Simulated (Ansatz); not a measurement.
# C3H11BS: a ladder of functionals and wavefunction methods

The task here is to estimate one member of a computed series from the others.

Program: Ansatz 0.2.0, Gaussian basis. Level of theory: functionals in def2-TZVPP, the program's frozen cores in correlated methods. These are calculated values, not measurements.

Levels to be run: LDA (SPW92), PBE-D4, revPBE-D4, BLYP-D4, r2SCAN-D4, B97M-V, PBE0-D4, B3LYP-D4, r2SCANh-D4, r2SCAN0-D4, HSE06-D4, BHLYP-D4, CAM-B3LYP-D4, LC-ωPBE, ωB97X-V, ωB97M-V, B2PLYP, PBE-QIDH; CCSD(T)/def2-SVP; CCSD(T)/def2-TZVPP; MP2/def2-QZVPP; extrapolation to the limit; RPA on PBE.

## Structure used throughout

All runs share one geometry, relaxed beforehand with PBE0-D4 in a triple-zeta def2 set.

16 atoms, charge 0, spin multiplicity 1.

Atoms are counted from 1 here; the program's logs count them from 0.

Bond lengths: C1–B2 1.596 Å, C1–H6 1.095 Å, C1–H7 1.098 Å, C1–H8 1.095 Å, B2–C3 1.598 Å, B2–C4 1.598 Å, B2–S5 2.271 Å, C3–H9 1.095 Å, C3–H10 1.095 Å, C3–H11 1.098 Å, C4–H12 1.095 Å, C4–H13 1.095 Å, C4–H14 1.098 Å, S5–H15 1.344 Å, S5–H16 1.344 Å. Angles: B2–C1–H6 114.1°, B2–C1–H7 107.6°, B2–C1–H8 114.1°, H6–C1–H7 106.1°, H6–C1–H8 108.2°, H7–C1–H8 106.1°, C1–B2–C3 116.9°, C1–B2–C4 116.9°, C1–B2–S5 102.8°, C3–B2–C4 116.7°, C3–B2–S5 99.2°, C4–B2–S5 99.2°, B2–C3–H9 114.2°, B2–C3–H10 114.3°, B2–C3–H11 107.3°, H9–C3–H10 108.2°, H9–C3–H11 106.2°, H10–C3–H11 106.0° and more.

Geometry (Å):

```xyz
16

C    -0.8851    0.7069   -1.0529
B     0.1086   -0.1180   -0.1157
C     1.6486    0.3058   -0.1463
C    -0.2044   -1.6726    0.0771
S    -0.4304    0.6211    1.9627
H    -0.7372    1.7914   -1.0175
H    -0.6887    0.4065   -2.0906
H    -1.9453    0.5006   -0.8726
H     2.2575   -0.1619    0.6338
H     1.8185    1.3872   -0.1109
H     2.0629   -0.0349   -1.1040
H    -1.2600   -1.8997    0.2607
H     0.3904   -2.1558    0.8586
H     0.0553   -2.1777   -0.8622
H    -0.4444    1.9446    1.7322
H    -1.7692    0.5338    1.8917
```

Set-up of the first run:

in.yaml

```yaml
crystal:
  periodic: [false, false, false]
  atoms:
    - {symbol: C, position_ang: [-0.885117, 0.706935, -1.052874]}
    - {symbol: B, position_ang: [0.108628, -0.117957, -0.115676]}
    - {symbol: C, position_ang: [1.648631, 0.305805, -0.146286]}
    - {symbol: C, position_ang: [-0.204407, -1.672594, 0.077120]}
    - {symbol: S, position_ang: [-0.430430, 0.621100, 1.962748]}
    - {symbol: H, position_ang: [-0.737247, 1.791368, -1.017535]}
    - {symbol: H, position_ang: [-0.688699, 0.406526, -2.090627]}
    - {symbol: H, position_ang: [-1.945333, 0.500637, -0.872556]}
    - {symbol: H, position_ang: [2.257535, -0.161882, 0.633767]}
    - {symbol: H, position_ang: [1.818545, 1.387179, -0.110862]}
    - {symbol: H, position_ang: [2.062859, -0.034913, -1.104005]}
    - {symbol: H, position_ang: [-1.259971, -1.899656, 0.260746]}
    - {symbol: H, position_ang: [0.390389, -2.155776, 0.858614]}
    - {symbol: H, position_ang: [0.055271, -2.177671, -0.862219]}
    - {symbol: H, position_ang: [-0.444432, 1.944599, 1.732202]}
    - {symbol: H, position_ang: [-1.769223, 0.533802, 1.891742]}
basis:
  gaussian: {orbitals: def2-TZVPP}
hamiltonian: {xc: lda}
output: {orbitals: {seedname: orbitals}}
```

The run is started by

```sh
$ ansatz run in.yaml --threads 4 --pin off --events-out ev --progress --plain --max-ram 11315MiB
```

Among the steps run: LDA; PBE-D4 (GGA); revPBE-D4 (GGA); BLYP-D4 (GGA); r2SCAN-D4 (meta-GGA); B97M-V (meta-GGA); PBE0-D4 (hybrid); B3LYP-D4 (hybrid); r2SCANh-D4 (hybrid); r2SCAN0-D4 (hybrid); HSE06-D4 (hybrid); BHLYP-D4 (hybrid); CAM-B3LYP-D4 (range-separated); LC-ωPBE (range-separated); ωB97X-V (range-separated); ωB97M-V (range-separated); B2PLYP (double hybrid); PBE-QIDH (double hybrid).

One table of the session follows, with a row left open; its other results are not shown here.

It belongs to the step «Orbital energies across the functionals». 

| functional | HOMO (eV) | gap (eV) |
| --- | --- | --- |
| LDA (SPW92) | -6.71 | 5.49 |
| PBE-D4 | -6.60 | 5.49 |
| revPBE-D4 | -6.55 | 5.50 |
| BLYP-D4 | -6.53 | 5.49 |
| r2SCAN-D4 | -6.88 | 6.08 |
| B97M-V | -7.00 | 6.09 |
| PBE0-D4 | -7.96 | 7.87 |
| B3LYP-D4 | -7.77 | 7.40 |
| r2SCANh-D4 | -7.38 | 6.95 |
| r2SCAN0-D4 | -8.14 | 8.25 |
| HSE06-D4 | -7.55 | 7.08 |
| BHLYP-D4 | -9.23 | 9.99 |
| CAM-B3LYP-D4 | -9.39 | 10.29 |
| LC-ωPBE | -10.72 | 12.93 |
| ωB97X-V | ? | ? |
| ωB97M-V | -10.25 | 11.88 |

Estimate the missing values for ωB97X-V.

As computed: HOMO (eV): -10.39; gap (eV): 12.37. In the column «HOMO (eV)» it lies between LC-ωPBE (-10.72) and ωB97M-V (-10.25).
